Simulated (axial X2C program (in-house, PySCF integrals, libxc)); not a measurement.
# Linear HZrH⁻ at several levels

How do method and spin–orbit coupling move the bonds and stretches of HZrH⁻, held linear?

The runs use an in-house X2C program for linear molecules on PySCF integrals; all-electron X2C, two-component (2c) or spin-free, H dyall-v3z, Zr dyall-v3z.

All values are calculated.

2 further runs of the same task are left out: 2 set aside as unsound or not needed.

**1. Input**

task.json reads:

```json
{"zs": [1, 40, 1], "q": -1, "bas": ["dyall-v3z", "dyall-v3z", "dyall-v3z"], "r0": [1.86, 1.86], "symm": 1, "scan": ["PBE0", "HF", "LDA"], "levels": ["PBE0", "HF", "LDA"], "nst": 2}
```

Keys: zs atomic numbers; q charge; bas basis sets; r0 starting distance in Å; symm equal bonds; scan levels of the two-bond scan (MP2 follows by itself at each HF point); levels methods; nst determinants followed.

Launch:

```sh
$ python solin.py task.json out
```

Masses H 1.008, Zr 89.905, H 1.008 u.

**2. Scan at PBE0, 2c**

State: Ω = 3/2 (beyond evenly filled blocks: ω = 1/2, ω = -3/2, ω = 5/2). Energies above the lowest point, from the job's result record:

| r(H–Zr) (Å) | r(Zr–H) (Å) | E (meV) |
| --- | --- | --- |
| 1.9354 | 1.9354 | 93.58 |
| 1.9354 | 1.9850 | 58.99 |
| 1.9354 | 2.0346 | 41.90 |
| 1.9850 | 1.9354 | 58.99 |
| 1.9850 | 1.9850 | 26.98 |
| 1.9850 | 2.0346 | 12.33 |
| 1.9850 | 2.0843 | 12.32 |
| 2.0346 | 1.9354 | 41.90 |
| 2.0346 | 1.9850 | 12.33 |
| 2.0346 | 2.0346 | 0.00 |
| 2.0843 | 1.9850 | 12.32 |
| 2.0843 | 2.0843 | 6.44 |

A quadratic surface with cubic terms in each bond gives the minimum at 2.049 and 2.049 Å, force constants 0.9, 0.9 and coupling 0.15 mdyn/Å.

**3. Scan at HF, 2c**

State: Ω = 3/2 (beyond evenly filled blocks: ω = 1/2, ω = -3/2, ω = 5/2). Energies above the lowest point, from the job's result record:

| r(H–Zr) (Å) | r(Zr–H) (Å) | E (meV) |
| --- | --- | --- |
| 1.9354 | 1.9354 | 179.91 |
| 1.9354 | 1.9850 | 128.19 |
| 1.9354 | 2.0346 | 95.72 |
| 1.9850 | 1.9354 | 128.19 |
| 1.9850 | 1.9850 | 79.07 |
| 1.9850 | 2.0346 | 49.04 |
| 1.9850 | 2.0843 | 35.19 |
| 2.0346 | 1.9354 | 95.72 |
| 2.0346 | 1.9850 | 49.04 |
| 2.0346 | 2.0346 | 21.31 |
| 2.0843 | 1.9850 | 35.19 |
| 2.0843 | 2.0843 | 0.00 |

A quadratic surface with cubic terms in each bond gives the minimum at 2.091 and 2.091 Å, force constants 0.841, 0.841 and coupling 0.15 mdyn/Å.

**4. Scan at LDA, 2c**

State: Ω = 3/2 (beyond evenly filled blocks: ω = 1/2, ω = -3/2, ω = 5/2). Energies above the lowest point, from the job's result record:

| r(H–Zr) (Å) | r(Zr–H) (Å) | E (meV) |
| --- | --- | --- |
| 1.9354 | 1.9354 | 66.87 |
| 1.9354 | 1.9850 | 39.39 |
| 1.9354 | 2.0346 | 28.74 |
| 1.9850 | 1.9354 | 39.39 |
| 1.9850 | 1.9850 | 14.38 |
| 1.9850 | 2.0346 | 6.08 |
| 1.9850 | 2.0843 | 11.80 |
| 2.0346 | 1.9354 | 28.74 |
| 2.0346 | 1.9850 | 6.08 |
| 2.0346 | 2.0346 | 0.00 |
| 2.0843 | 1.9850 | 11.80 |
| 2.0843 | 2.0843 | 17.70 |

A quadratic surface with cubic terms in each bond gives the minimum at 2.031 and 2.031 Å, force constants 0.924, 0.924 and coupling 0.14 mdyn/Å.

**5. Comparison**

| level | r(H–Zr) (Å) | r(Zr–H) (Å) | lower stretch (cm⁻¹) | upper stretch (cm⁻¹) |
| --- | --- | --- | --- | --- |
| PBE0, 2c | 2.049 | 2.049 | 1136.4 | 1330.2 |
| HF, 2c | 2.091 | 2.091 | 1090.9 | 1291.4 |
| LDA, 2c | 2.031 | 2.031 | 1157.9 | 1341.5 |
| MP2, 2c | 2.033 | 2.033 | 1207.9 | 1386.5 |
| PBE0, spin-free | 2.049 | 2.049 | 1137.6 | 1330.9 |
| HF, spin-free | 2.091 | 2.091 | 1092.1 | 1292.1 |
| LDA, spin-free | 2.031 | 2.031 | 1159.1 | 1342.2 |
| MP2, spin-free | 2.033 | 2.033 | 1209.0 | 1387.2 |

Scans not shown above were run alike.

What this shows: Over the levels the H–Zr bond spans 2.031 to 2.091 Å and the Zr–H bond 2.031 to 2.091 Å. At PBE0 spin–orbit coupling leaves both bonds unchanged to 0.001 Å. Each state is one determinant, the lowest of a limited PBE0 search; the stretches come from a fit to few points and are good to some per cent at best. The stretches are sorted by size, and where the two bonds are alike the symmetric and antisymmetric modes can swap order between levels. MP2 freezes inner shells (threshold -2 hartree). For an anion the highest level of a functional can be positive, and the basis then holds the extra electron. The molecule was held linear; bending was not examined, so a bent shape may lie lower. Note: several unpaired electrons, one determinant need not be a pure state.
